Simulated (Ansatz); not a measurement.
# HPbNO4 (P1) in Ansatz: notebook, part 2 of 2

Ansatz 0.2.0. The steps go on from the part before.

## 4. Molecular dynamics, PBE

input.yaml reads:

```yaml
crystal:
  lattice:
    - [3.85707, 0.00178, -0.03658]
    - [0.17353, 4.33436, -0.01647]
    - [0.75803, 0.83873, 5.87662]
  atoms:
    - { symbol: H, position: [0.61511, 0.89559, 0.19844] }
    - { symbol: Pb, position: [0.64597, 0.44651, 0.91685] }
    - { symbol: "N", position: [0.71474, 0.2381, 0.50058] }
    - { symbol: O, position: [0.16958, 0.47007, 0.77768] }
    - { symbol: O, position: [0.62919, 0.97045, 0.49845] }
    - { symbol: O, position: [0.56424, 0.92583, 0.03849] }
    - { symbol: O, position: [0.78022, 0.4225, 0.31951] }
hamiltonian:
  xc: pbe
  pseudopotentials: { kind: paw }
kpoints:
  mp_grid: { grid: [3, 3, 2] }
scf:
  occupations: { method: fermi_dirac, width: 0.05 }
md:
  timestep: 0.5
  n_steps: 20
  ensemble: nve
  temperature: 300
  initial_velocities: maxwell_boltzmann
  seed: 1500
```

Potentials or basis: Ansatz PAW.

Launch:

```
$ ansatz run input.yaml --threads 8 --pin off --max-ram 20480MiB --backend cpu --events-out ev --progress --plain --runs-dir out
```

The program printed:

```text
Warning: md: disabling space-group detection — thermal motion breaks the input geometry's symmetry, so no spatial operation reduces the k-mesh or symmetrises the density; time reversal is kept, so that k and −k are solved as one point where they differ and the mesh holds both, and exact exchange and, on two spinor components, a DFT+U term hold to it where the run has them: on two components no moment then forms, and a state that bears one, which a typed moment (crystal.atoms[].spin; refused beside efield: under a hybrid functional) reaches, can lie lower, under hf by electronvolts; crystal.symmetry.detect: false (a key that needs symmetry detection or time reversal refuses this as the deck is read) with time_reversal: false beside it drops time reversal too
Warning: RAYON_NUM_THREADS=8 ignored (pool sized by the plan → 8); use --threads N
Engine: ansatz 0.2.0, aarch64-unknown-linux-gnu
Pseudopotentials: kind: paw
Pseudopotential: H, paw, valence charge 1, recommended cutoff 420 eV (normal), H.paw.azcp
Pseudopotential: Pb, paw, valence charge 14, recommended cutoff 420 eV (normal), Pb.paw.azcp
Pseudopotential: N, paw, valence charge 5, recommended cutoff 420 eV (normal), N.paw.azcp
Pseudopotential: O, paw, valence charge 6, recommended cutoff 420 eV (normal), O.paw.azcp
Functional definition: PBE
  parameter kappa = 0.804
  parameter beta = 0.06672455060314922
  exchange = pbe_x(kappa = kappa, mu = beta*pi^2/3)
  correlation = pbe_c(beta = beta)
Crystal: 7 atoms, lattice volume = 98.411 Å³
Basis set: ecut = 420 eV, 1937 PW (Γ), exchange–correlation on 54×60×90 points (8 copies of the dense FFT grid, shifted against one another)
Bands: 29, of which v1, the nominal top of the filled ones, is band 22 counted from 1 (21 counted from 0)
Symmetry: 1 space group operations
k-points: 10 of 18 (time reversal used)
Non-local potential: H, projectors of the file, l = 0: 2, l = 1: 1
Non-local potential: Pb, projectors of the file, l = 0: 2, l = 1: 2, l = 2: 2, l = 3: 2
Non-local potential: N, projectors of the file, l = 0: 2, l = 1: 2, l = 2: 1
Non-local potential: O, projectors of the file, l = 0: 2, l = 1: 2, l = 2: 1
PAW form: soft (Blöchl's): semilocal exchange-correlation on the pseudo side does not see the compensation charge
PAW one-centre angular grid: H, 110 points (default); XC on 64 Gauss nodes
PAW one-centre angular grid: Pb, 590 points (default); XC on 64 Gauss nodes
PAW one-centre angular grid: N, 110 points (default); XC on 64 Gauss nodes
[... 196 lines left out ...]
SCF iter   8: F=-14569.612196 eV  HF=-14569.612196 eV  |F-HF|=2.73e-11  |Δ(HF+E_count)|=   1.01e-9  Δρ=8.05e-7  dr2=3.48e-10  ethr=1.59e-11  ⟨swp⟩=4.9  Hψ=1022  notcnv=0
SCF 21 converged in 8 iterations: F = -14569.612196 eV  dr2 = 3.48e-10
md step    20: t =    10.00 fs  T =   220.0 K  F+E_penalty+E_count = -14569.61219641 eV  E_kin = 0.170599 eV  conserved = -14569.44159702 eV  (8 SCF iters)
SCF converged after 8 iterations
Free energy (F): -14569.612196 eV
Harris-Foulkes:  -14569.612196 eV  (|F-HF|=2.73e-11)
Internal energy: -14569.605207 eV  (E = F + TS)
E sigma→0 (E₀):  -14569.608702 eV
Entropy (-TS):   -0.006989 eV (-0.998 meV/atom)
Fermi energy:    3.364354 eV
--- Per-component energies (eV) ---
  E_band       = -289.482104
  E_kinetic    = 1127.318033
  E_local      = -3545.601941  (includes V_loc(G=0)·N_el)
  E_nonlocal   = 594.845197
  E_hartree    = 1313.895322
  E_xc         = -576.208074
  E_vxc        = -585.685881  (∫ρ·V_xc dr)
  E_paw        = -11172.356712  (= ΣΔE_a)
  E_vpaw       = -508.156688  (= ΣTr[D̂ρ^β])
  E_aug_tail   = 0.008554  (compensation charges beyond the density's cutoff)
  E_ewald      = -2311.505586
  E_smearing   = -0.006989  (= −TS)
  E_closure    = 0.000000  (closes the sum)
  Σ components = -14569.612196   (vs F -14569.612196, Δ=0.00e0)
--- Forces (eV/Å), atoms counted from 1 ---
  atom   1  H      0.10495162     0.30436316    -0.11557488
  atom   2  Pb    -0.56748619    -0.05085934    -0.13915639
  atom   3  N     -0.02210125    -0.15599937     1.34921267
  atom   4  O      0.58054075    -0.13573274     0.01014342
  atom   5  O     -0.20878034    -0.58678541    -0.11922723
  atom   6  O     -0.06699780    -0.10412789     0.24995330
  atom   7  O      0.17987367     0.72914459    -1.23533418
  max |Σ_I F_I| component: 1.67e-5 eV/Å
--- MD trajectory: 20 steps, t = 0.0 → 10.0 fs ---
  final state: T = 220.0 K   F+E_penalty+E_count = -14569.61219641 eV   E_kin = 0.170599 eV
  conserved energy: peak-to-peak 7.107e-4 eV (1.015e-4 eV/atom) over 10.0 fs
```

md.tsv:

```text
# step	time_fs	lagrangian_ev	e_kin_ev	conserved_ev	temperature_k	n_scf	instantaneous_pressure_gpa	pulay_correction_pressure_gpa	volume_ang3	basis_selection	selection_volumetric_strain	selection_max_deviatoric_strain	pulay_correction_read	pulay_correction_kernel_widenings	a_ang	b_ang	c_ang	alpha_deg	beta_deg	gamma_deg	quantum_kinetic_energy_ev	gyration_radius_ang	target_temperature_k	e_deformation_potential
0	0.000000	-1.4569674354e4	2.3266799808e-1	-1.4569441686e4	300.0000	10	nan	nan	nan	nan	nan	nan	nan	nan	nan	nan	nan	nan	nan	nan	nan	nan	nan	0.0000000000e0
1	0.500000	-1.4569672066e4	2.3043320841e-1	-1.4569441633e4	297.1185	9	nan	nan	nan	nan	nan	nan	nan	nan	nan	nan	nan	nan	nan	nan	nan	nan	nan	0.0000000000e0
2	1.000000	-1.4569665190e4	2.2367183032e-1	-1.4569441518e4	288.4004	9	nan	nan	nan	nan	nan	nan	nan	nan	nan	nan	nan	nan	nan	nan	nan	nan	nan	0.0000000000e0
3	1.500000	-1.4569655512e4	2.1412630033e-1	-1.4569441386e4	276.0925	9	nan	nan	nan	nan	nan	nan	nan	nan	nan	nan	nan	nan	nan	nan	nan	nan	nan	0.0000000000e0
4	2.000000	-1.4569645130e4	2.0385622395e-1	-1.4569441274e4	262.8504	9	nan	nan	nan	nan	nan	nan	nan	nan	nan	nan	nan	nan	nan	nan	nan	nan	nan	0.0000000000e0
5	2.500000	-1.4569635843e4	1.9463719563e-1	-1.4569441206e4	250.9634	3	nan	nan	nan	nan	nan	nan	nan	nan	nan	nan	nan	nan	nan	nan	nan	nan	nan	0.0000000000e0
[... 13 lines left out ...]
19	9.500000	-1.4569606512e4	1.6494023616e-1	-1.4569441572e4	212.6724	3	nan	nan	nan	nan	nan	nan	nan	nan	nan	nan	nan	nan	nan	nan	nan	nan	nan	0.0000000000e0
20	10.000000	-1.4569612196e4	1.7059938775e-1	-1.4569441597e4	219.9693	8	nan	nan	nan	nan	nan	nan	nan	nan	nan	nan	nan	nan	nan	nan	nan	nan	nan	0.0000000000e0
```

Run time: 7.9 s. Hardware: 8 threads of Arm Neoverse V2, shared host; peak memory 0.43 GiB.

Step by step:
| step | potential energy change (eV) | largest force (eV/Å) | temperature (K) |
| --- | --- | --- | --- |
| 1 | 0.0000 | 0.1002 | 300 |
| 2 | 0.0023 | 0.4257 | 297 |
| 3 | 0.0092 | 0.7518 | 288 |
| 4 | 0.0188 | 1.0047 | 276 |
| 5 | 0.0292 | 1.1744 | 263 |
| 6 | 0.0385 | 1.2560 | 251 |
| 7 | 0.0456 | 1.3361 | 242 |
| 8 | 0.0504 | 1.5557 | 236 |
| 9 | 0.0535 | 1.7569 | 231 |
| 10 | 0.0565 | 1.9335 | 227 |
| 11 | 0.0609 | 2.0800 | 222 |
| 12 | 0.0679 | 2.1914 | 213 |
| 13 | 0.0772 | 2.2640 | 201 |
| 14 | 0.0872 | 2.2952 | 188 |
| 15 | 0.0951 | 2.2840 | 178 |
| 16 | 0.0981 | 2.2308 | 174 |
| 17 | 0.0950 | 2.1376 | 178 |
| 18 | 0.0870 | 2.0076 | 188 |
| 19 | 0.0768 | 1.8455 | 201 |
| 20 | 0.0678 | 1.6562 | 213 |
| 21 | 0.0622 | 1.4457 | 220 |

Caveat: the k mesh is coarse (spacing up to 0.55 Å⁻¹), so the values aren't converged.

## 5. The runs side by side

```tsv
task	level	cell	k mesh	temperature	mesh quality	gap on the mesh (eV)	pressure (GPa)	relaxed volume (Å³/atom)	largest force (eV/Å)
relaxation of cell and atoms	LDA	relaxed	5 × 5 × 4	-	not flagged	0.80	0.0	11.54	0.01
relaxation of cell and atoms	PBE+D3(BJ)	relaxed	5 × 5 × 4	-	not flagged	0.30	0.0	12.91	0.01
molecular dynamics	PBE	as given	3 × 3 × 2	300 K	coarse	-	-	-	-
```

Alike in all rows: potentials or basis Ansatz PAW; no spin polarisation; cutoff (eV) 420; smearing fermi-dirac 0.05 eV.

Caveats: some runs use coarse meshes; odd divisions of the mesh miss points on the zone boundary, where band edges often lie, so the gap on the mesh can be too wide (some runs); the plane-wave basis is chosen anew once the cell has moved, so the energies of steps on either side of that aren't comparable (some runs); spin-orbit coupling is left out, which as a rule narrows the gap of such compounds by several tenths of an eV (some runs); the volume moved by over 15 % at a fixed basis, so the end points are rough (some runs); the PAW data sets come from PBE, with cores solved anew for the run's functional, which leaves a small shift of forces and pressure (some runs).

Absolute energies hang on the potentials; compare differences alone.
